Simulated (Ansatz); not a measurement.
What does this script print? It uses Ansatz's Python interface.

`run_methods.py`
```python
# -*- coding: utf-8 -*-
'''One geometry of C2H7NSi2, method by method.'''

from pathlib import Path

import ansatz as az
import numpy as np

geometry_ang = [
    ('N', (-0.063, 2.941, -0.1688)),
    ('C', (-0.0593, 1.8193, 0.1278)),
    ('C', (-0.0567, 0.4101, 0.5232)),
    ('Si', (1.4904, -0.4549, -0.0061)),
    ('Si', (-1.4407, -0.5324, -0.263)),
    ('H', (-0.1506, 0.3477, 1.6129)),
    ('H', (1.4974, -1.8678, 0.4545)),
    ('H', (2.6748, 0.1917, 0.6127)),
    ('H', (1.6723, -0.4386, -1.4801)),
    ('H', (-1.4535, -1.9458, 0.1958)),
    ('H', (-1.3642, -0.5188, -1.7463)),
    ('H', (-2.7469, 0.0484, 0.1374)),
]
system = az.Crystal.molecule()
for symbol, xyz in geometry_ang:
    system = system.atom(symbol, xyz)

calculation = system.calculation().basis(gaussian='cc-pVDZ')

print('functional    E (Ha)        dipole (D)   HOMO (eV)  LUMO (eV)')
for name in ['cam_b3lyp', 'pbe0', 'lda', 'r2scan0', 'revpbe', 'blyp']:
    rep = calculation.functional(name).forces().orbitals().run(runs_dir='runs').report
    lines = Path(rep['orbitals_path']).read_text().splitlines()
    field_of = lambda key: [line.split('=')[1].strip() for line in lines if line.startswith(key)]
    orbitals = [(27.211386 * float(e), s, float(n)) for e, s, n in zip(field_of('Ene='), field_of('Spin='), field_of('Occup='))]
    homo = max(e for e, _, n in orbitals if n > 0.5)
    lumo = min(e for e, _, n in orbitals if n < 0.5)
    dipole = 4.803205 * np.linalg.norm(rep['charge_distribution']['dipole_moment_e_ang'])
    print(f'{name:10s} {rep["free_energy_ev"] / 27.211386246:14.6f} {dipole:9.3f} {homo:11.3f} {lumo:10.3f}')
```

```console
$ python run_methods.py
functional    E (Ha)        dipole (D)   HOMO (eV)  LUMO (eV)
cam_b3lyp     -714.058368     3.468      -9.990      1.210
pbe0          -713.720280     3.474      -8.696      0.005
lda           -710.575324     3.421      -7.533     -1.090
r2scan0       -713.971521     3.579      -8.905      0.119
revpbe        -713.966016     3.311      -7.359     -0.796
blyp          -714.048742     3.297      -7.219     -0.650
```

Notes:
- The settings weren't tested for convergence.
- The geometry is a force-field or estimated start, not a minimum of this method, and the basis set is short of its limit. A lower total doesn't mark the better method: functionals have no common bound, and MP2 and coupled cluster aren't variational.
- Levels such as HOMO and LUMO are orbital energies: with these approximate functionals they aren't the ionisation energy and electron affinity, and their gap isn't the fundamental gap.
- For Al to Cl the sets with a tight d function, cc-pV(X+d)Z, are usual.
- The whole script took 37 s on 1 thread of Arm Neoverse V1, with other jobs on the host, peak memory 0.35 GiB.

(A comment or docstring line of the script was reworded after the run, the code is as it ran; lines on the test bed's own set-up are left out of the output.)
